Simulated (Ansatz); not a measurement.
# LiSb7: the cost of one run

Computed with Ansatz 0.2.0 (DFT PBE, scalar-relativistic, plane waves, PAW, unless a step's input says otherwise).

## (1) The structure to begin with

It takes space group P-6m2 (No. 187, hexagonal). Conventional cell: a = 7.437 Å, b = 7.437 Å, c = 5.840 Å, α = 90.00°, β = 90.00°, γ = 120.00°. Li (site symmetry -6m2) has 12 Sb at 3.59 to 3.72 Å as nearest neighbours. Sb (site symmetry mm2) is surrounded by 10 Sb at 3.62 to 3.72 Å and 2 Li at 3.72 Å. Sb (site symmetry mm2) has 2 Li at 3.59 Å and 10 Sb at 3.62 to 3.82 Å as nearest neighbours. Sb (site symmetry -6m2) is surrounded by 12 Sb at 3.62 to 3.72 Å.

As a file:

```cif
data_structure
_symmetry_space_group_name_H-M 'P 1'
_symmetry_Int_Tables_number 1
_cell_length_a 7.4365
_cell_length_b 7.4365
_cell_length_c 5.8398
_cell_angle_alpha 90.000
_cell_angle_beta 90.000
_cell_angle_gamma 120.000
_cell_volume 279.69
loop_
_atom_site_label
_atom_site_type_symbol
_atom_site_fract_x
_atom_site_fract_y
_atom_site_fract_z
_atom_site_occupancy
Li1 Li 0.00000 0.00000 0.50000 1
Sb1 Sb 0.99951 0.49976 0.50000 1
Sb2 Sb 0.50024 0.49976 0.50000 1
Sb3 Sb 0.50024 0.00049 0.50000 1
Sb4 Sb 0.16212 0.32425 0.00000 1
Sb5 Sb 0.16212 0.83788 0.00000 1
Sb6 Sb 0.67575 0.83788 0.00000 1
Sb7 Sb 0.66667 0.33333 0.00000 1
```

The cell is invented: species swapped into a database cell of Mg7Zn (P-6m2, No. 187), with Sb on the Mg sites and Li on the Zn sites. The dimensions are guesses.

## (2) The guess as it stands, on a coarse mesh

Contents of input.yaml:

```yaml
crystal:
  lattice:
    - [7.43654699, 0.0, 0.0]
    - [-3.71827349, 6.44023861, 0.0]
    - [0.0, 0.0, 5.83977591]
  atoms:
    - { symbol: Li, position: [0.0, 0.0, 0.5] }
    - { symbol: Sb, position: [0.99951047, 0.49975523, 0.5] }
    - { symbol: Sb, position: [0.50024477, 0.49975523, 0.5] }
    - { symbol: Sb, position: [0.50024477, 0.00048953, 0.5] }
    - { symbol: Sb, position: [0.1621232, 0.32424641, 0.0] }
    - { symbol: Sb, position: [0.1621232, 0.8378768, 0.0] }
    - { symbol: Sb, position: [0.67575359, 0.8378768, 0.0] }
    - { symbol: Sb, position: [0.66666667, 0.33333333, 0.0] }
basis:
  ecutwfc: 420
kpoints:
  mp_grid: { grid: [3, 3, 4] }
hamiltonian:
  xc: pbe
scf:
  occupations: { method: gaussian, width: 0.1 }
  lower_state_search: "off"
output:
  forces: true
  stress: true
  eigenvalues: true
```

Run with:

```console
> ansatz run input.yaml --threads 1 --pin off --max-ram 2560MiB --backend cpu --events-out ev --progress --plain --runs-dir out
```

What time and memory should one allow on 1 thread of Arm Neoverse N1, shared host?

About 23 s, with a peak of 0.51 GiB.
